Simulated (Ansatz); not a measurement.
Predict the output of the script below (Ansatz 0.2.0 through its Python package).

Script `tae.py`:
```python
# -*- coding: utf-8 -*-
from collections import Counter

import ansatz as az


def single_point(molecule, charge=0, unpaired=0):
    calc = (
        molecule.calculation()
        .basis(gaussian='def2-SVPD')
        .correlation('mp2')
    )
    if charge:
        calc = calc.charge(charge)
    if unpaired:
        calc = calc.spin('collinear', total=unpaired)
    return calc.run(threads=1, backend='cpu').report['free_energy_ev']

GEOMETRY = '''
N     0.15380    1.27740   -0.12020
C     0.38430   -0.10900   -0.06820
F     1.23120   -0.35570    0.95890
Se   -1.18190   -1.10870    0.20970
H    -0.56320    1.47940   -0.93500
H    -0.37820    1.61720    0.75100
H     0.88480   -0.43140   -1.01480
H    -0.43870   -2.42640    0.16270
'''


def main():
    geometry = az.Crystal.molecule()
    for line in GEOMETRY.strip().splitlines():
        symbol, *xyz = line.split()
        geometry = geometry.atom(symbol, [float(v) for v in xyz])

    unpaired = {'N': 3, 'C': 2, 'F': 1, 'Se': 2, 'H': 1}
    counts = Counter(site.symbol for site in geometry.cartesian_sites)
    atom_energy = {s: single_point(az.Crystal.molecule().atom(s, (0, 0, 0)), 0, unpaired[s]) for s in counts}
    whole = single_point(geometry, 0, 0)
    for s, e in atom_energy.items():
        print(f'{s:2s} x{counts[s]}  {e:14.5f} eV')
    print(f'CH4FNSe: {whole:.5f} eV')
    split = sum(counts[s] * e for s, e in atom_energy.items()) - whole
    print(f'atomisation energy (no zero-point term): {23.060548 * split:.1f} kcal/mol, {split / sum(counts.values()):.3f} eV an atom')


if __name__ == '__main__':
    main()
```

```console
$ python tae.py
N  x1     -1480.61887 eV
C  x1     -1025.86273 eV
F  x1     -2705.78400 eV
Se x1    -65299.84198 eV
H  x4       -13.58606 eV
CH4FNSe: -70592.63039 eV
atomisation energy (no zero-point term): 603.7 kcal/mol, 3.272 eV an atom
```

603.7 kcal/mol from the electronic energies, without the zero-point term.

Notes:
- Total energies depend on the basis set; only differences at equal settings carry meaning.
- The geometry is a force-field or estimated start, not a minimum of this method, and the basis set is short of its limit. All parts are taken at fixed geometry, without zero-point energy.
- In double-zeta sets correlated atomisation energies come out some 10 to 15 % low.
- The spin-orbit lowering of heavy atoms is left out.
- Wall time of the script: 5.8 s on 1 thread of Arm Neoverse V1, on a shared host, peak memory 0.36 GiB.
